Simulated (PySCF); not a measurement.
# C3H9Bi (BiMe3): the cost of one run

Computed with PySCF 2.14.0 and routines of our own; the level stands in each step. Atoms count from 0.

### Step 1. The system as given

13 atoms, charge 0, multiplicity 1; geometry from: GFN2-xTB.

### Step 2. Optimising the geometry at PBE0-D3(BJ)/def2-SVP

Job settings and geometry (Å):

```
{"job": {"xc": "PBE0", "basis": "def2-SVP", "d3": "d3bj", "grid": 1, "maxiter": 30, "shake": 0.03, "kind": "geom"}, "charge": 0, "multiplicity": 1}
Bi     0.072820    -0.069250     1.325630
C      1.865050    -0.015410     0.024110
H      2.467680     0.815060     0.277090
H      1.698870     0.105640    -1.017290
H      2.409640    -0.952800     0.130090
C     -0.951550     1.644650     0.039750
H     -0.772120     1.380150    -0.995400
H     -0.430400     2.602550     0.238340
H     -2.004700     1.710510     0.316970
C     -0.949160    -1.634600     0.092630
H     -2.040600    -1.626230     0.225800
H     -0.536440    -2.592880     0.371610
H     -0.798460    -1.419490    -1.007140
```

Command:

```console
> OMP_NUM_THREADS=1 python heavy_run.py task.json out
```

This one command runs all jobs of the session in turn.

**Question.** How long does this first job take on 1 thread of Arm Neoverse V1, shared host, and how much memory does it need?

About 36 s, with a peak of 0.47 GiB.
